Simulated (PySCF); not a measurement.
**KAs+: from the state search to spectroscopic constants**

One job finds the state of KAs+, follows it along the bond with each method and fits the curves.

Program: PySCF 2.14.0. Level of theory: K pcseg-1, As pcseg-1, no relativity. These are calculated values, not measurements.

## 1. Set-up

The job is set up so:

```yaml
atoms: K, As
charge: 1
basis: K pcseg-1, As pcseg-1
Hamiltonian: no relativity
basis_functions: 51
electrons_treated: 51
masses_in_u: 38.9637, 74.9216
levels: PBE0, PBE, r²SCAN, MN15, BLYP, r²SCANh, CAM-B3LYP, HF, MP2, SCS-MP2, CCSD, CCSD(T)
grid: 80 radial by 434 angular points
occupations: held fixed by the projection of orbital angular momentum
dissociation_limit: K+ + As, each in its ground configuration
starting_distance_in_angstrom: 3.220
values_of_2S_to_try: 1, 3
```

Run with:

```bash
$ OMP_NUM_THREADS=1 python dia.py task.json out
```

Further steps of the session: PBE0 along the bond; Other states along the same grid; PBE (GGA); r²SCAN; MN15 (hybrid meta-GGA); BLYP (GGA); r²SCANh (hybrid meta-GGA); CAM-B3LYP; UHF (mean field); Correlated methods on the Hartree–Fock reference.

**Question.** What will these runs give? Wanted: for each run, Re; ωe; De; μ.

**Answer**, as computed:

Lowest PBE0 solution found, without spin–orbit coupling: ⁴Σ⁻ (quartet), unpaired electrons σ ↑, π ↑↑. State 2 has its PBE0 minimum 0.71 eV higher, as a spin-mixed determinant (⟨S²⟩ = 1.76), so this is no gap between pure states. State 3 has its PBE0 minimum 0.72 eV higher, as a spin-mixed determinant (⟨S²⟩ = 1.76), so this is no gap between pure states. State 4 has its PBE0 minimum 1.41 eV higher. The other levels ran on the lowest alone.

| level | Re (Å) | ωe (cm⁻¹) | De (eV) | μ (D) |
| --- | --- | --- | --- | --- |
| UHF | 3.840 | 54.8 | 0.113 | -10.86 |
| UHF-MP2 | 3.723 | 65.3 | 0.155 | n/a |
| UHF-SCS-MP2 | 3.743 | 63.8 | 0.147 | n/a |
| UHF-CCSD | 3.741 | 64.5 | 0.151 | n/a |
| UHF-CCSD(T) | 3.732 | 65.3 | 0.155 | n/a |
| PBE | 3.638 | 66.0 | 0.186 | -9.80 |
| BLYP | 3.695 | 62.5 | 0.176 | -9.95 |
| r²SCAN | 3.674 | 62.9 | 0.150 | -10.13 |
| r²SCANh | 3.670 | 63.0 | 0.148 | -10.13 |
| PBE0 | 3.650 | 64.3 | 0.161 | -9.99 |
| MN15 | 3.620 | 66.9 | 0.165 | -9.94 |
| CAM-B3LYP | 3.632 | 66.1 | 0.166 | -9.93 |

De is counted to K+ + As in their ground configurations. A positive dipole points from K to As; in an ion it is taken about the centre of mass and does not tell which atom is negative.

**Reading.** Bond lengths run from 3.620 Å (MN15) to 3.840 Å (UHF). CCSD(T) can't serve as the judge here: for a weak bond in this basis it is far from its limit. Of the levels with a De here, UHF gives the least (0.113 eV) and PBE the most (0.186 eV).

Correlated steps freeze 14 core orbitals. The bond is weak, and basis-set superposition, which was not computed, may be a sizeable part of it.
